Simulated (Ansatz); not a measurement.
**Ni3N2: a trial structure relaxed**

Aim: relax a trial structure of Ni3N2 and see where it ends.

Program: Ansatz 0.2.0. Level of theory: DFT PBE, scalar-relativistic, plane waves, PAW. These are calculated values, not measurements.

## 1. The structure to begin with

It takes space group P6/mmm (No. 191, hexagonal). The conventional cell has a = 3.780 Å, b = 3.780 Å, c = 4.143 Å, α = 90.00°, β = 90.00°, γ = 120.00°. Around Ni (site symmetry -6m2) lie 3 Ni at 2.18 Å and 6 N at 2.27 Å. Ni (site symmetry 6/mmm) is surrounded by 2 N at 1.45 Å. N (site symmetry 6mm) has 1 N at 1.24 Å and 1 Ni at 1.45 Å as nearest neighbours.

Structure file:

```cif
data_structure
_symmetry_space_group_name_H-M 'P 1'
_symmetry_Int_Tables_number 1
_cell_length_a 3.7799
_cell_length_b 3.7799
_cell_length_c 4.1429
_cell_angle_alpha 90.000
_cell_angle_beta 90.000
_cell_angle_gamma 120.000
_cell_volume 51.26
loop_
_atom_site_label
_atom_site_type_symbol
_atom_site_fract_x
_atom_site_fract_y
_atom_site_fract_z
_atom_site_occupancy
Ni1 Ni 0.33333 0.66667 0.50000 1
Ni2 Ni 0.66667 0.33333 0.50000 1
Ni3 Ni 0.00000 0.00000 0.00000 1
N1 N 0.00000 0.00000 0.34989 1
N2 N 0.00000 0.00000 0.65011 1
```

The cell is invented: random cell by space group and Wyckoff sites (P6/mmm, No. 191). Lengths come from tabulated atomic sizes and are only a guess.

## 2. A first look at the guess

input.yaml reads:

```yaml
crystal:
  lattice:
    - [3.7799354, 0.0, 0.0]
    - [-1.8899677, 3.27352008, 0.0]
    - [0.0, 0.0, 4.14294176]
  atoms:
    - { symbol: Ni, position: [0.33333333, 0.66666667, 0.5], spin: 2.0 }
    - { symbol: Ni, position: [0.66666667, 0.33333333, 0.5], spin: 2.0 }
    - { symbol: Ni, position: [0.0, 0.0, 0.0], spin: 2.0 }
    - { symbol: "N", position: [0.0, 0.0, 0.34988693] }
    - { symbol: "N", position: [0.0, 0.0, 0.65011307] }
basis:
  ecutwfc: 420
kpoints:
  mp_grid: { grid: [6, 6, 4] }
hamiltonian:
  xc: pbe
scf:
  occupations: { method: gaussian, width: 0.1 }
  lower_state_search: "off"
output:
  forces: true
  stress: true
  eigenvalues: true
  populations: true
magnetization:
  spin_polarized: true
```

Launch:

```
> ansatz run input.yaml --threads 1 --pin off --max-ram 2560MiB --backend cpu --events-out ev --progress --plain --runs-dir out
```

The session goes on with these runs: a loose first relaxation; full relaxation.

Before running it: what results should come out? Wanted: conventional cell; volume; energy over the elements; gap on the mesh; total moment.

As calculated:

| quantity | value |
| --- | --- |
| symmetry at the end (tolerance 0.05 Å) | space group P6/mmm (No. 191) |
| conventional cell | a = 4.064 Å, b = 4.064 Å, c = 4.667 Å, α = 90.00°, β = 90.00°, γ = 120.00° |
| volume | 13.35 Å³/atom |
| energy over the elements (uncorrected; H, N, O, F and Cl as molecules) | +1.15 eV/atom |
| gap on the mesh | none (metal) |
| total moment | 0.64 μB/cell |

The space group P6/mmm (No. 191) is kept, and the volume per atom grows by 30.2 % from the first guess. The formation energy is positive, so the separate elements lie lower. No finished test with a distortion of lower symmetry is shown, so the end may be a saddle point. Other magnetic orders were not searched.
